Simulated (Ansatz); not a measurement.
# ClGe2H5O: the cost of one run

Program: Ansatz 0.2.0. Level of theory: RHF/def2-mTZVP. These are calculated values, not measurements.

### Step 1. The structure to begin with

Bond lengths: Ge1–H2 1.550 Å, Ge1–Ge3 2.400 Å, Ge3–H4 1.550 Å, Ge3–H5 1.550 Å, Ge3–H6 1.550 Å, Ge1–Cl7 2.218 Å, Ge1–O8 1.769 Å, O8–H9 1.010 Å. Angles: H2–Ge1–Ge3 109.4°, H2–Ge1–Cl7 109.5°, H2–Ge1–O8 109.5°, Ge3–Ge1–Cl7 109.5°, Ge3–Ge1–O8 109.5°, Cl7–Ge1–O8 109.5°, Ge1–Ge3–H4 109.5°, Ge1–Ge3–H5 109.5°, Ge1–Ge3–H6 109.5°, H4–Ge3–H5 109.4°, H4–Ge3–H6 109.4°, H5–Ge3–H6 109.4°, Ge1–O8–H9 109.5°.

Coordinates:

```xyz
9

Ge    0.0000    0.0000    0.0000
H     0.0000    0.0000    1.5500
Ge    2.2632    0.0000   -0.7992
H     2.7487   -1.4611   -0.9782
H     2.3309    0.7367   -2.1612
H     3.1736    0.7244    0.2250
Cl   -1.0456    1.8115   -0.7393
O    -0.8337   -1.4443   -0.5894
H    -1.2883   -1.9100    0.1830
```

### Step 2. Preparing the start

File input.yaml:

```yaml
crystal:
  periodic: [false, false, false]
  atoms:
    - { symbol: Ge, position_ang: [0.0, 0.0, 0.0] }
    - { symbol: H, position_ang: [0.0, 0.0, 1.55] }
    - { symbol: Ge, position_ang: [2.2632, 0.0, -0.7992] }
    - { symbol: H, position_ang: [2.7487, -1.4611, -0.9782] }
    - { symbol: H, position_ang: [2.3309, 0.7367, -2.1612] }
    - { symbol: H, position_ang: [3.1736, 0.7244, 0.225] }
    - { symbol: Cl, position_ang: [-1.0456, 1.8115, -0.7393] }
    - { symbol: O, position_ang: [-0.8337, -1.4443, -0.5894] }
    - { symbol: H, position_ang: [-1.2883, -1.91, 0.183] }
basis:
  gaussian: { orbitals: def2-mTZVP }
hamiltonian:
  xc: hf
relax:
  f_tol: 0.02
  max_steps: 40
```

The run is started by

```
> ansatz run input.yaml --threads 2 --pin off --max-ram 3072MiB --backend cpu --events-out ev --progress --plain --runs-dir out
```

Q: Estimate wall time and peak memory on 2 threads of Intel Xeon Platinum 8488C (Sapphire Rapids), shared host.

About 52 s, with a peak of 0.36 GiB.
